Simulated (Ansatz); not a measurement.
# GeH5O (doublet): B2PLYP, RPA-PBE over a scan of the distance O1–H3 along a hydrogen transfer, cc-pVDZ

Aim: run GeH5O (doublet) with these functionals over a scan of the distance O1–H3 along a hydrogen transfer, and hold them against the top wave-function level at the same points.

Method: cc-pVDZ, all electrons in the functionals, frozen cores in the correlation of double hybrids and RPA; program: Ansatz 0.2.0, Gaussian basis.

To be run: B2PLYP, RPA-PBE, at 0.960 Å; 1.063 Å; 1.270 Å; 1.476 Å; 1.683 Å.

### 1 What is computed

The geometry derives from fragments relaxed apart (PBE0/def2-TZVP) and kept rigid, so it is no stationary point. A hydrogen atom is moved between rigid fragments. No spin-orbit coupling is included. The filled d shell of Ge may be among the frozen orbitals whatever the setting's name suggests; the logs give the count.

7 atoms, charge 0, spin multiplicity 2.

Atoms are counted from 1 here; the program's logs count them from 0.

Bond lengths: O1–H2 0.960 Å, O1–H3 0.960 Å, Ge4–H5 1.539 Å, Ge4–H6 1.539 Å, Ge4–H7 1.539 Å. Angles: H2–O1–H3 105.1°, H5–Ge4–H6 111.2°, H5–Ge4–H7 111.2°, H6–Ge4–H7 111.2°.

No dispersion term is added.

The geometry shown and the zero of energy belong to the point 0.960 Å. The yardstick, UCCSDT(Q), and other wave-function levels (R restricted, U unrestricted, valence and pair active spaces) come from earlier runs.

### 2 B2PLYP, 0.960 Å

File in.yaml:

```yaml
crystal:
  periodic: [false, false, false]
  atoms:
    - {symbol: O, position_ang: [-2.617883, -0.009969, -0.000001]}
    - {symbol: H, position_ang: [-2.867192, 0.916606, -0.000001]}
    - {symbol: H, position_ang: [-1.658354, -0.009969, -0.000001]}
    - {symbol: Ge, position_ang: [0.595117, -0.009969, 0.000000]}
    - {symbol: H, position_ang: [1.063785, -1.475884, 0.000000]}
    - {symbol: H, position_ang: [1.063787, 0.722988, -1.269519]}
    - {symbol: H, position_ang: [1.063786, 0.722988, 1.269520]}
basis:
  gaussian: {orbitals: cc-pVDZ}
magnetization: {spin_polarized: true, initial_magnetization: 1}
hamiltonian: {xc: {name: B2PLYP}}
correlation: {electrons: outside_noble_gas}
```

On the command line:

```sh
$ ansatz run in.yaml --threads 1 --pin off --events-out ev --progress --plain --max-ram 4096MiB --backend cpu
```

What it wrote:

```text
Functional definition: B2PLYP
  name "B2PLYP"
  cite "Grimme, J. Chem. Phys. 124, 034108 (2006) doi:10.1063/1.2148954"
  cite "Becke, Phys. Rev. A 38, 3098 (1988) doi:10.1103/PhysRevA.38.3098"
  cite "Lee, Yang & Parr, Phys. Rev. B 37, 785 (1988) doi:10.1103/PhysRevB.37.785"
  parameter a = 0.53
  parameter c = 0.27
  exchange = (1 - a)*b88_x + a*exact_x
  correlation = (1 - c)*lyp_c + c*(mp2_os + mp2_ss)
671 factors; integrals over basis functions are off by at most 1.4e-3 eV
mean field evaluation 1: about -58625.1626 eV, gradient 2.8e1 eV
mean field evaluation 2: about -58625.1651 eV, gradient 2.8e1 eV
mean field evaluation 4: about -58628.0024 eV, gradient 9.9e-1 eV
mean field evaluation 8: about -58628.0130 eV, gradient 3.0e-2 eV
mean field evaluation 16: about -58628.0131 eV, gradient 1.2e-5 eV
mean field -58628.01306280 eV, -2154.5397405635 hartree, gradient 4.4e-6 eV, S^2 0.752624; 0 other end points of the search recorded, 0 dependent functions left out
15 core orbitals not correlated: weight in the atoms' cores, before any rotation towards them, 0.999 or more for the frozen orbitals, at most 0.001 for the correlated occupied ones
reference -58628.01320768 eV, -2154.5397458875 hartree; 8, 7 occupied and 43, 44 virtual orbitals, 671 factors
second order -9.80077839 eV of doubles, -0.00000000 eV of singles
Total energy: -58630.65941784 eV, -2154.6369923174 hartree
```

Run time: 2.1 s. Hardware: 1 thread of AMD EPYC 7R13, shared host.

From the report: ⟨S²⟩ of the determinant 0.753 (pure doublet: 0.75).

### 3 B2PLYP, 1.063 Å

File in.yaml:

```yaml
crystal:
  periodic: [false, false, false]
  atoms:
    - {symbol: O, position_ang: [-2.618996, -0.009969, -0.000001]}
    - {symbol: H, position_ang: [-2.868305, 0.916606, -0.000001]}
    - {symbol: H, position_ang: [-1.555996, -0.009969, -0.000001]}
    - {symbol: Ge, position_ang: [0.594004, -0.009969, 0.000000]}
    - {symbol: H, position_ang: [1.062672, -1.475884, 0.000000]}
    - {symbol: H, position_ang: [1.062674, 0.722988, -1.269519]}
    - {symbol: H, position_ang: [1.062672, 0.722988, 1.269520]}
basis:
  gaussian: {orbitals: cc-pVDZ}
magnetization: {spin_polarized: true, initial_magnetization: 1}
hamiltonian: {xc: {name: B2PLYP}}
correlation: {electrons: outside_noble_gas}
```

Launched as before.

What it wrote (excerpt; [...] marks lines left out):

```text
Functional definition: B2PLYP
  name "B2PLYP"
  cite "Grimme, J. Chem. Phys. 124, 034108 (2006) doi:10.1063/1.2148954"
  cite "Becke, Phys. Rev. A 38, 3098 (1988) doi:10.1103/PhysRevA.38.3098"
  cite "Lee, Yang & Parr, Phys. Rev. B 37, 785 (1988) doi:10.1103/PhysRevB.37.785"
[...]
671 factors; integrals over basis functions are off by at most 1.5e-3 eV
[...]
mean field -58627.80315403 eV, -2154.5320265584 hartree, gradient 3.4e-6 eV, S^2 0.754488; 0 other end points of the search recorded, 0 dependent functions left out
15 core orbitals not correlated: weight in the atoms' cores, before any rotation towards them, 0.999 or more for the frozen orbitals, at most 0.001 for the correlated occupied ones
reference -58627.80329903 eV, -2154.5320318871 hartree; 8, 7 occupied and 43, 44 virtual orbitals, 671 factors
second order -9.98940701 eV of doubles, -0.00000000 eV of singles
Total energy: -58630.50043893 eV, -2154.6311499500 hartree
```

Wall time 2.1 s (1 thread of AMD EPYC 7R13, shared host).

From the report: ⟨S²⟩ of the determinant 0.754 (pure doublet: 0.75).

From 0.960 Å: +0.159 eV.

### 4 B2PLYP, 1.270 Å

File in.yaml:

```yaml
crystal:
  periodic: [false, false, false]
  atoms:
    - {symbol: O, position_ang: [-2.621223, -0.009969, -0.000001]}
    - {symbol: H, position_ang: [-2.870533, 0.916606, -0.000001]}
    - {symbol: H, position_ang: [-1.351223, -0.009969, -0.000001]}
    - {symbol: Ge, position_ang: [0.591777, -0.009969, 0.000000]}
    - {symbol: H, position_ang: [1.060445, -1.475884, 0.000000]}
    - {symbol: H, position_ang: [1.060446, 0.722988, -1.269519]}
    - {symbol: H, position_ang: [1.060445, 0.722988, 1.269520]}
basis:
  gaussian: {orbitals: cc-pVDZ}
magnetization: {spin_polarized: true, initial_magnetization: 1}
hamiltonian: {xc: {name: B2PLYP}}
correlation: {electrons: outside_noble_gas}
```

Launched as before.

What it wrote (excerpt; [...] marks lines left out):

```text
Functional definition: B2PLYP
  name "B2PLYP"
  cite "Grimme, J. Chem. Phys. 124, 034108 (2006) doi:10.1063/1.2148954"
  cite "Becke, Phys. Rev. A 38, 3098 (1988) doi:10.1103/PhysRevA.38.3098"
  cite "Lee, Yang & Parr, Phys. Rev. B 37, 785 (1988) doi:10.1103/PhysRevB.37.785"
[...]
672 factors; integrals over basis functions are off by at most 1.4e-3 eV
[...]
mean field -58627.01393229 eV, -2154.5030231942 hartree, gradient 3.6e-6 eV, S^2 0.772822; 1 other end points of the search recorded, 0 dependent functions left out
15 core orbitals not correlated: weight in the atoms' cores, before any rotation towards them, 0.999 or more for the frozen orbitals, at most 0.001 for the correlated occupied ones
reference -58627.01407669 eV, -2154.5030285010 hartree; 8, 7 occupied and 43, 44 virtual orbitals, 672 factors
second order -10.10906801 eV of doubles, -0.00000000 eV of singles
Total energy: -58629.74352505 eV, -2154.6033338782 hartree
```

Wall time 3.2 s (1 thread of AMD EPYC 7R13, shared host).

From the report: ⟨S²⟩ of the determinant 0.773 (pure doublet: 0.75).

From 0.960 Å: +0.916 eV.

### 5 B2PLYP, 1.476 Å

File in.yaml:

```yaml
crystal:
  periodic: [false, false, false]
  atoms:
    - {symbol: O, position_ang: [-2.623440, -0.009969, -0.000001]}
    - {symbol: H, position_ang: [-2.872749, 0.916606, -0.000001]}
    - {symbol: H, position_ang: [-1.147440, -0.009969, -0.000001]}
    - {symbol: Ge, position_ang: [0.589560, -0.009969, 0.000000]}
    - {symbol: H, position_ang: [1.058228, -1.475884, 0.000000]}
    - {symbol: H, position_ang: [1.058230, 0.722988, -1.269519]}
    - {symbol: H, position_ang: [1.058229, 0.722988, 1.269520]}
basis:
  gaussian: {orbitals: cc-pVDZ}
magnetization: {spin_polarized: true, initial_magnetization: 1}
hamiltonian: {xc: {name: B2PLYP}}
correlation: {electrons: outside_noble_gas}
```

Launched as before.

What it wrote (excerpt; [...] marks lines left out):

```text
Functional definition: B2PLYP
  name "B2PLYP"
  cite "Grimme, J. Chem. Phys. 124, 034108 (2006) doi:10.1063/1.2148954"
  cite "Becke, Phys. Rev. A 38, 3098 (1988) doi:10.1103/PhysRevA.38.3098"
  cite "Lee, Yang & Parr, Phys. Rev. B 37, 785 (1988) doi:10.1103/PhysRevB.37.785"
[...]
669 factors; integrals over basis functions are off by at most 1.5e-3 eV
[...]
mean field -58626.82287021 eV, -2154.4960017924 hartree, gradient 1.4e-6 eV, S^2 0.770721; 3 other end points of the search recorded, 0 dependent functions left out
15 core orbitals not correlated: weight in the atoms' cores, before any rotation towards them, 0.999 or more for the frozen orbitals, at most 0.001 for the correlated occupied ones
reference -58626.82301401 eV, -2154.4960070770 hartree; 8, 7 occupied and 43, 44 virtual orbitals, 669 factors
second order -9.53806944 eV of doubles, -0.00000000 eV of singles
Total energy: -58629.39829276 eV, -2154.5906468255 hartree
```

Wall time 4 s (1 thread of AMD EPYC 7R13, shared host).

From the report: ⟨S²⟩ of the determinant 0.771 (pure doublet: 0.75).

From 0.960 Å: +1.261 eV.

### 6 B2PLYP, 1.683 Å

File in.yaml:

```yaml
crystal:
  periodic: [false, false, false]
  atoms:
    - {symbol: O, position_ang: [-2.625667, -0.009969, -0.000001]}
    - {symbol: H, position_ang: [-2.874976, 0.916606, -0.000001]}
    - {symbol: H, position_ang: [-0.942667, -0.009969, 0.000000]}
    - {symbol: Ge, position_ang: [0.587333, -0.009969, 0.000000]}
    - {symbol: H, position_ang: [1.056001, -1.475884, 0.000000]}
    - {symbol: H, position_ang: [1.056003, 0.722988, -1.269519]}
    - {symbol: H, position_ang: [1.056001, 0.722988, 1.269520]}
basis:
  gaussian: {orbitals: cc-pVDZ}
magnetization: {spin_polarized: true, initial_magnetization: 1}
hamiltonian: {xc: {name: B2PLYP}}
correlation: {electrons: outside_noble_gas}
```

The command is unchanged.

What it wrote (excerpt; [...] marks lines left out):

```text
Functional definition: B2PLYP
  name "B2PLYP"
  cite "Grimme, J. Chem. Phys. 124, 034108 (2006) doi:10.1063/1.2148954"
  cite "Becke, Phys. Rev. A 38, 3098 (1988) doi:10.1103/PhysRevA.38.3098"
  cite "Lee, Yang & Parr, Phys. Rev. B 37, 785 (1988) doi:10.1103/PhysRevB.37.785"
[...]
669 factors; integrals over basis functions are off by at most 1.5e-3 eV
[...]
mean field -58626.95692868 eV, -2154.5009283504 hartree, gradient 3.5e-6 eV, S^2 0.756542; 2 other end points of the search recorded, 0 dependent functions left out
15 core orbitals not correlated: weight in the atoms' cores, before any rotation towards them, 0.999 or more for the frozen orbitals, at most 0.001 for the correlated occupied ones
reference -58626.95707355 eV, -2154.5009336740 hartree; 8, 7 occupied and 43, 44 virtual orbitals, 669 factors
second order -9.03340903 eV of doubles, -0.00000000 eV of singles
Total energy: -58629.39609398 eV, -2154.5905660219 hartree
```

Wall time 2.8 s (1 thread of AMD EPYC 7R13, shared host).

From the report: ⟨S²⟩ of the determinant 0.757 (pure doublet: 0.75).

From 0.960 Å: +1.263 eV.

### 7 RPA-PBE, 0.960 Å

File in.yaml:

```yaml
crystal:
  periodic: [false, false, false]
  atoms:
    - {symbol: O, position_ang: [-2.617883, -0.009969, -0.000001]}
    - {symbol: H, position_ang: [-2.867192, 0.916606, -0.000001]}
    - {symbol: H, position_ang: [-1.658354, -0.009969, -0.000001]}
    - {symbol: Ge, position_ang: [0.595117, -0.009969, 0.000000]}
    - {symbol: H, position_ang: [1.063785, -1.475884, 0.000000]}
    - {symbol: H, position_ang: [1.063787, 0.722988, -1.269519]}
    - {symbol: H, position_ang: [1.063786, 0.722988, 1.269520]}
basis:
  gaussian: {orbitals: cc-pVDZ}
magnetization: {spin_polarized: true, initial_magnetization: 1}
hamiltonian: {xc: {name: PBE}}
correlation: {method: rpa, electrons: outside_noble_gas}
```

Launched as before.

What it wrote (excerpt; [...] marks lines left out):

```text
Functional definition: PBE
  name "PBE"
  cite "Perdew, Burke & Ernzerhof, Phys. Rev. Lett. 77, 3865 (1996) doi:10.1103/PhysRevLett.77.3865"
  parent pbe
[...]
671 factors; integrals over basis functions are off by at most 1.4e-3 eV
[...]
mean field -58632.97207769 eV, -2154.7219809991 hartree, gradient 2.5e-6 eV, S^2 0.751448; 0 other end points of the search recorded, 0 dependent functions left out
15 core orbitals not correlated: weight in the atoms' cores, before any rotation towards them, 0.998 or more for the frozen orbitals, at most 0.001 for the correlated occupied ones
reference -58586.68596875 eV, -2153.0209978696 hartree; 8, 7 occupied and 43, 44 virtual orbitals, 671 factors
Total energy: -58600.79175040 eV, -2153.5393757838 hartree
```

Run time: 2.2 s. Hardware: 1 thread of AMD EPYC 7R13, shared host.

From the report: ⟨S²⟩ of the determinant 0.751 (pure doublet: 0.75).

### 8 RPA-PBE, 1.063 Å

File in.yaml:

```yaml
crystal:
  periodic: [false, false, false]
  atoms:
    - {symbol: O, position_ang: [-2.618996, -0.009969, -0.000001]}
    - {symbol: H, position_ang: [-2.868305, 0.916606, -0.000001]}
    - {symbol: H, position_ang: [-1.555996, -0.009969, -0.000001]}
    - {symbol: Ge, position_ang: [0.594004, -0.009969, 0.000000]}
    - {symbol: H, position_ang: [1.062672, -1.475884, 0.000000]}
    - {symbol: H, position_ang: [1.062674, 0.722988, -1.269519]}
    - {symbol: H, position_ang: [1.062672, 0.722988, 1.269520]}
basis:
  gaussian: {orbitals: cc-pVDZ}
magnetization: {spin_polarized: true, initial_magnetization: 1}
hamiltonian: {xc: {name: PBE}}
correlation: {method: rpa, electrons: outside_noble_gas}
```

Launched as before.

What it wrote (excerpt; [...] marks lines left out):

```text
Functional definition: PBE
  name "PBE"
  cite "Perdew, Burke & Ernzerhof, Phys. Rev. Lett. 77, 3865 (1996) doi:10.1103/PhysRevLett.77.3865"
  parent pbe
[...]
671 factors; integrals over basis functions are off by at most 1.5e-3 eV
[...]
mean field -58632.90521945 eV, -2154.7195240043 hartree, gradient 4.0e-6 eV, S^2 0.751549; 4 other end points of the search recorded, 0 dependent functions left out
15 core orbitals not correlated: weight in the atoms' cores, before any rotation towards them, 0.998 or more for the frozen orbitals, at most 0.001 for the correlated occupied ones
reference -58586.31807329 eV, -2153.0074779608 hartree; 8, 7 occupied and 43, 44 virtual orbitals, 671 factors
Total energy: -58600.64156485 eV, -2153.5338565669 hartree
```

Run time: 4.4 s. Hardware: 1 thread of AMD EPYC 7R13, shared host.

From the report: ⟨S²⟩ of the determinant 0.752 (pure doublet: 0.75).

From 0.960 Å: +0.150 eV.

### 9 RPA-PBE, 1.270 Å

File in.yaml:

```yaml
crystal:
  periodic: [false, false, false]
  atoms:
    - {symbol: O, position_ang: [-2.621223, -0.009969, -0.000001]}
    - {symbol: H, position_ang: [-2.870533, 0.916606, -0.000001]}
    - {symbol: H, position_ang: [-1.351223, -0.009969, -0.000001]}
    - {symbol: Ge, position_ang: [0.591777, -0.009969, 0.000000]}
    - {symbol: H, position_ang: [1.060445, -1.475884, 0.000000]}
    - {symbol: H, position_ang: [1.060446, 0.722988, -1.269519]}
    - {symbol: H, position_ang: [1.060445, 0.722988, 1.269520]}
basis:
  gaussian: {orbitals: cc-pVDZ}
magnetization: {spin_polarized: true, initial_magnetization: 1}
hamiltonian: {xc: {name: PBE}}
correlation: {method: rpa, electrons: outside_noble_gas}
```

The command is unchanged.

What it wrote (excerpt; [...] marks lines left out):

```text
Functional definition: PBE
  name "PBE"
  cite "Perdew, Burke & Ernzerhof, Phys. Rev. Lett. 77, 3865 (1996) doi:10.1103/PhysRevLett.77.3865"
  parent pbe
[...]
672 factors; integrals over basis functions are off by at most 1.4e-3 eV
[...]
mean field -58632.32458719 eV, -2154.6981861624 hartree, gradient 4.5e-6 eV, S^2 0.752770; 3 other end points of the search recorded, 0 dependent functions left out
15 core orbitals not correlated: weight in the atoms' cores, before any rotation towards them, 0.998 or more for the frozen orbitals, at most 0.001 for the correlated occupied ones
reference -58585.25148894 eV, -2152.9682817087 hartree; 8, 7 occupied and 43, 44 virtual orbitals, 672 factors
Total energy: -58599.93441663 eV, -2153.5078693490 hartree
```

Run time: 4.9 s. Hardware: 1 thread of AMD EPYC 7R13, shared host.

From the report: ⟨S²⟩ of the determinant 0.753 (pure doublet: 0.75).

From 0.960 Å: +0.857 eV.

### 10 RPA-PBE, 1.476 Å

File in.yaml:

```yaml
crystal:
  periodic: [false, false, false]
  atoms:
    - {symbol: O, position_ang: [-2.623440, -0.009969, -0.000001]}
    - {symbol: H, position_ang: [-2.872749, 0.916606, -0.000001]}
    - {symbol: H, position_ang: [-1.147440, -0.009969, -0.000001]}
    - {symbol: Ge, position_ang: [0.589560, -0.009969, 0.000000]}
    - {symbol: H, position_ang: [1.058228, -1.475884, 0.000000]}
    - {symbol: H, position_ang: [1.058230, 0.722988, -1.269519]}
    - {symbol: H, position_ang: [1.058229, 0.722988, 1.269520]}
basis:
  gaussian: {orbitals: cc-pVDZ}
magnetization: {spin_polarized: true, initial_magnetization: 1}
hamiltonian: {xc: {name: PBE}}
correlation: {method: rpa, electrons: outside_noble_gas}
```

Same command.

What it wrote (excerpt; [...] marks lines left out):

```text
Functional definition: PBE
  name "PBE"
  cite "Perdew, Burke & Ernzerhof, Phys. Rev. Lett. 77, 3865 (1996) doi:10.1103/PhysRevLett.77.3865"
  parent pbe
[...]
669 factors; integrals over basis functions are off by at most 1.5e-3 eV
[...]
mean field -58631.95754884 eV, -2154.6846977518 hartree, gradient 3.9e-6 eV, S^2 0.753299; 5 other end points of the search recorded, 0 dependent functions left out
15 core orbitals not correlated: weight in the atoms' cores, before any rotation towards them, 0.998 or more for the frozen orbitals, at most 0.001 for the correlated occupied ones
reference -58585.04696729 eV, -2152.9607656767 hartree; 8, 7 occupied and 43, 44 virtual orbitals, 669 factors
Total energy: -58599.64038934 eV, -2153.4970640455 hartree
```

Run time: 5.5 s. Hardware: 1 thread of AMD EPYC 7R13, shared host.

From the report: ⟨S²⟩ of the determinant 0.753 (pure doublet: 0.75).

From 0.960 Å: +1.151 eV.

### 11 RPA-PBE, 1.683 Å

File in.yaml:

```yaml
crystal:
  periodic: [false, false, false]
  atoms:
    - {symbol: O, position_ang: [-2.625667, -0.009969, -0.000001]}
    - {symbol: H, position_ang: [-2.874976, 0.916606, -0.000001]}
    - {symbol: H, position_ang: [-0.942667, -0.009969, 0.000000]}
    - {symbol: Ge, position_ang: [0.587333, -0.009969, 0.000000]}
    - {symbol: H, position_ang: [1.056001, -1.475884, 0.000000]}
    - {symbol: H, position_ang: [1.056003, 0.722988, -1.269519]}
    - {symbol: H, position_ang: [1.056001, 0.722988, 1.269520]}
basis:
  gaussian: {orbitals: cc-pVDZ}
magnetization: {spin_polarized: true, initial_magnetization: 1}
hamiltonian: {xc: {name: PBE}}
correlation: {method: rpa, electrons: outside_noble_gas}
```

The command is unchanged.

What it wrote (excerpt; [...] marks lines left out):

```text
Functional definition: PBE
  name "PBE"
  cite "Perdew, Burke & Ernzerhof, Phys. Rev. Lett. 77, 3865 (1996) doi:10.1103/PhysRevLett.77.3865"
  parent pbe
[...]
669 factors; integrals over basis functions are off by at most 1.5e-3 eV
[...]
mean field -58631.75038603 eV, -2154.6770846586 hartree, gradient 3.0e-6 eV, S^2 0.752115; 6 other end points of the search recorded, 0 dependent functions left out
15 core orbitals not correlated: weight in the atoms' cores, before any rotation towards them, 0.998 or more for the frozen orbitals, at most 0.001 for the correlated occupied ones
reference -58585.43419296 eV, -2152.9749959576 hartree; 8, 7 occupied and 43, 44 virtual orbitals, 669 factors
Total energy: -58599.62667958 eV, -2153.4965602210 hartree
```

Wall time 6 s (1 thread of AMD EPYC 7R13, shared host).

From the report: ⟨S²⟩ of the determinant 0.752 (pure doublet: 0.75).

From 0.960 Å: +1.165 eV.

### 12 The comparison

The yardstick is UCCSDT(Q), where the cluster series has nearly closed. It comes from earlier runs at the same points. Energies in eV, counted from 0.960 Å; blanks weren't run or aren't comparable.

| level | 0.960 Å | 1.063 Å | 1.270 Å | 1.476 Å | 1.683 Å |
| --- | --- | --- | --- | --- | --- |
| UCCSDT(Q) | 0.000 | 0.185 | 1.001 | 1.344 | 1.287 |
| B2PLYP | 0.000 | 0.159 | 0.916 | 1.261 | 1.263 |
| RPA-PBE | 0.000 | 0.150 | 0.857 | 1.151 | 1.165 |

Largest miss and mean time a point (UCCSDT(Q) took 8.8 s a point; shared hosts):

| level | largest miss (eV) | where | time a point |
| --- | --- | --- | --- |
| B2PLYP | -0.086 | 1.270 Å | 2.8 s |
| RPA-PBE | -0.192 | 1.476 Å | 4.6 s |

### 13 What came out

| quantity | value |
| --- | --- |
| span of the UCCSDT(Q) curve | 1.344 eV |
| largest miss, B2PLYP | -0.086 eV (1.270 Å) |
| largest miss, RPA-PBE | -0.192 eV (1.476 Å) |

Of the functionals, B2PLYP keep the smallest largest miss at the points compared (at most 0.086 eV) and RPA-PBE strays most (0.192 eV, at 1.476 Å). Functionals and the yardstick converge differently with the basis, so part of each miss in cc-pVDZ is the basis.
